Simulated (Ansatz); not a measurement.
# MnSi: relaxation of cell and atoms with PBEsol

MnSi:

```
Mn Si
1.0
     4.54800    0.00000    0.00000
     0.00000    4.54800    0.00000
     0.00000    0.00000    4.54800
Mn Si
4 4
Direct
  0.86200 0.63800 0.36200
  0.63800 0.36200 0.86200
  0.36200 0.86200 0.63800
  0.13800 0.13800 0.13800
  0.15400 0.34600 0.65400
  0.34600 0.65400 0.15400
  0.65400 0.15400 0.34600
  0.84600 0.84600 0.84600
```

```json
{
  "Program": "Ansatz 0.2.0",
  "Task": "relaxation of cell and atoms",
  "Functional": "PBEsol",
  "Potentials or basis": "Ansatz PAW",
  "Cutoff": "420 eV (not typed: the program's choice for these potentials)",
  "k mesh": "6 × 6 × 6",
  "Occupations": "fermi-dirac, width 0.05 eV",
  "Spin": "collinear spin, ferromagnetic start",
  "Starting moments": "[4.0, 4.0, 4.0, 4.0, 0.0, 0.0, 0.0, 0.0] μB"
}
```

- Relaxed volume: 11.16 Å³/atom
- Relaxed cell: a = 4.469 Å, b = 4.469 Å, c = 4.469 Å, α = 90.00°, β = 90.00°, γ = 90.00°
- Space group after relaxing (to 0.05 Å): P2_13 (No. 198)
- Energy gained by relaxing: 21.7 meV/atom
- Ionic steps: 5
- Pressure after relaxing: 0.0 GPa
- Band gap on the k mesh: none (metal or under the smearing width)
- Net moment: 3.47 μB per cell
- Absolute moment: 3.95 μB per cell
- Site moments: Mn +0.86; Si -0.03 μB

Step by step:
| step | energy change (eV) | largest force (eV/Å) | volume (Å³) |
| --- | --- | --- | --- |
| 1 | 0.0000 | 0.2795 | 94.07 |
| 2 | -0.1536 | 0.1508 | 90.81 |
| 3 | -0.1745 | 0.0059 | 89.15 |
| 4 | -0.1746 | 0.0016 | 89.27 |
| 5 | -0.1736 | 0.0015 | 89.27 |

Final structure:
```yaml
crystal:
  lattice:
    - [4.46934, 0.00000, 0.00000]
    - [0.00000, 4.46934, 0.00000]
    - [0.00000, 0.00000, 4.46934]
  atoms:
    - { symbol: Mn, position: [0.86290, 0.63710, 0.36290] }
    - { symbol: Mn, position: [0.63710, 0.36290, 0.86290] }
    - { symbol: Mn, position: [0.36290, 0.86290, 0.63710] }
    - { symbol: Mn, position: [0.13710, 0.13710, 0.13710] }
    - { symbol: Si, position: [0.15460, 0.34540, 0.65460] }
    - { symbol: Si, position: [0.34540, 0.65460, 0.15460] }
    - { symbol: Si, position: [0.65460, 0.15460, 0.34540] }
    - { symbol: Si, position: [0.84540, 0.84540, 0.84540] }
```

Levels at points of the mesh, in eV from the Fermi level:
Spin up:
| k point | band 37 | band 38 | band 39 | band 40 | band 41 | band 42 | band 43 | band 44 |
| --- | --- | --- | --- | --- | --- | --- | --- | --- |
| (0.00, 0.00, 0.00) | -0.24 | -0.24 | -0.15 | -0.15 | 0.93 | 0.93 | 0.93 | 3.26 |
| (0.00, 0.00, -0.50) | -0.48 | -0.48 | 0.02 | 0.02 | 0.40 | 0.40 | 2.01 | 2.01 |
| (0.00, -0.50, -0.50) | -0.98 | -0.98 | -0.45 | -0.45 | 0.89 | 0.89 | 1.47 | 1.47 |
| (-0.50, -0.50, -0.50) | -0.59 | -0.59 | -0.59 | -0.59 | 0.72 | 0.72 | 0.72 | 0.72 |
Spin down:
| k point | band 34 | band 35 | band 36 | band 37 | band 38 | band 39 |
| --- | --- | --- | --- | --- | --- | --- |
| (0.00, 0.00, 0.00) | -1.48 | -1.48 | 0.63 | 0.63 | 0.63 | 0.96 |
| (0.00, 0.00, -0.50) | -1.27 | -0.49 | -0.49 | 0.55 | 0.55 | 0.90 |
| (0.00, -0.50, -0.50) | -0.68 | -0.58 | -0.58 | -0.30 | -0.30 | 0.56 |
| (-0.50, -0.50, -0.50) | 0.02 | 0.02 | 0.02 | 0.20 | 0.20 | 0.20 |

Run time: 50 s on 4 threads of Arm Neoverse V2, on a shared host, peak memory 0.54 GiB.

Caveat: the plane-wave basis is chosen anew once the cell has moved, so the energies of steps on either side of that aren't comparable; the PAW data sets come from PBE, with cores solved anew for the run's functional, which leaves a small shift of forces and pressure.
